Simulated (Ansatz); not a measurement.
Below is the output of a Python script on Ansatz 0.2.0 through its Python package that makes a single point in a Gaussian basis of C₃H₆BCl, SMILES CBC=CCl. Write a script that gives it. Settings: PBE0, STO-3G basis, multiplicity 1, D3BJ dispersion.

Contents of `c3h6bcl.xyz`:
```text
11

C    -1.21450   -0.16720    1.01330
B     0.30900    0.09290    0.96010
C     1.09160    0.13100   -0.40010
C     0.62170   -0.01140   -1.58670
Cl    1.52170    0.02010   -3.06240
H    -1.61250   -0.09290    2.05320
H    -1.74050    0.69330    0.44390
H    -1.47800   -1.08480    0.53960
H     0.89990    0.25470    2.02090
H     2.19940    0.28450   -0.30130
H    -0.53240   -0.17720   -1.66000
```

```console
$ python energy_c3h6bcl.py
reference energy    -16215.123848 eV
total energy        -16215.321921 eV
occupied orbitals outside the frozen core (up, down): [23, 23]  frozen: 0  virtual: [12, 12]
forces (eV/A)
  C    -1.2533    3.3010    0.5965
  B     0.9959    0.0760    0.5619
  C     3.8193    0.7782    5.1004
  C    -5.7564   -0.9253   -1.9860
  Cl    0.6943    0.0099   -1.3752
  H     0.1933   -0.5319   -0.8212
  H     0.8280   -1.6245    0.7263
  H    -0.6155   -1.2043   -0.5097
  H    -0.3862   -0.0836   -1.4320
  H    -0.8486   -0.0848   -0.1705
  H     2.3291    0.2893   -0.6904
dipole moment 1.348 D
Mulliken: [('C', -0.338), ('B', 0.248), ('C', -0.18), ('C', -0.038), ('Cl', -0.082), ('H', 0.078), ('H', 0.077), ('H', 0.092), ('H', -0.049), ('H', 0.086), ('H', 0.107)]
Alpha     -11.809 eV  occupation 2
Alpha     -10.898 eV  occupation 2
Alpha     -10.333 eV  occupation 2
Alpha      -9.950 eV  occupation 2
Alpha      -9.244 eV  occupation 2
Alpha      -7.948 eV  occupation 2
Alpha      -7.694 eV  occupation 2
Alpha      -7.321 eV  occupation 2
Alpha      -6.402 eV  occupation 2
Alpha       0.567 eV  occupation 0
Alpha       4.452 eV  occupation 0
Alpha       4.993 eV  occupation 0
```

The script that was run (others could print the same):

Script `energy_c3h6bcl.py`:
```python
# -*- coding: utf-8 -*-
'''Single point of C3H6BCl in a Gaussian basis.'''

from pathlib import Path

import ansatz as az
import numpy as np


def main():
    c3h6bcl = az.Crystal.molecule_from_extxyz('c3h6bcl.xyz')

    job = c3h6bcl.calculation()
    job = job.basis(gaussian='STO-3G').functional('pbe0', dispersion='d3bj')
    job = job.scf(lower_state_search='standard')
    job = job.forces()
    job = job.orbitals()
    out = job.run(threads=1, backend='cpu', runs_dir='out')
    r = out.report

    print('reference energy %16.6f eV' % r['reference_energy_ev'])
    print('total energy     %16.6f eV' % r['free_energy_ev'])
    print('occupied orbitals outside the frozen core (up, down):', r['n_occupied'], ' frozen:', r['n_frozen'], ' virtual:', r['n_virtual'])

    symbols = [site.symbol for site in c3h6bcl.cartesian_sites]
    print('forces (eV/A)')
    for symbol, f in zip(symbols, r['forces_ev_ang']):
        print(f'  {symbol:2s} {f[0]:9.4f} {f[1]:9.4f} {f[2]:9.4f}')

    charges = r['charge_distribution']
    print('dipole moment', round(4.803205 * float(np.linalg.norm(charges['dipole_moment_e_ang'])), 3), 'D')
    print('Mulliken:', [(s, round(q, 3)) for s, q in zip(symbols, charges['mulliken_charges_e'])])

    lines = Path(r['orbitals_path']).read_text().splitlines()
    field_of = lambda key: [line.split('=')[1].strip() for line in lines if line.startswith(key)]
    orbitals = [(27.211386 * float(e), s, float(n)) for e, s, n in zip(field_of('Ene='), field_of('Spin='), field_of('Occup='))]
    homo = max(e for e, _, n in orbitals if n > 0.5)
    lumo = min(e for e, _, n in orbitals if n < 0.5)
    for e, spin, n in sorted(orbitals):
        if homo - 6 < e < lumo + 5:
            print(f'{spin:6s} {e:10.3f} eV  occupation {n:.0f}')


if __name__ == '__main__':
    main()
```

Reading the output:
- The settings weren't tested for convergence.
- The geometry is a force-field or estimated start, not a minimum of this method, and the basis set is short of its limit.
- Alpha marks a spatial orbital of a restricted run, filled by both spins.
- Total less reference energy is the dispersion correction.
- Levels such as HOMO and LUMO are orbital energies: with these approximate functionals they aren't the ionisation energy and electron affinity, and their gap isn't the fundamental gap.
- Timing: 2.2 s on 1 thread of Arm Neoverse V1, on a shared host, peak memory 0.17 GiB.
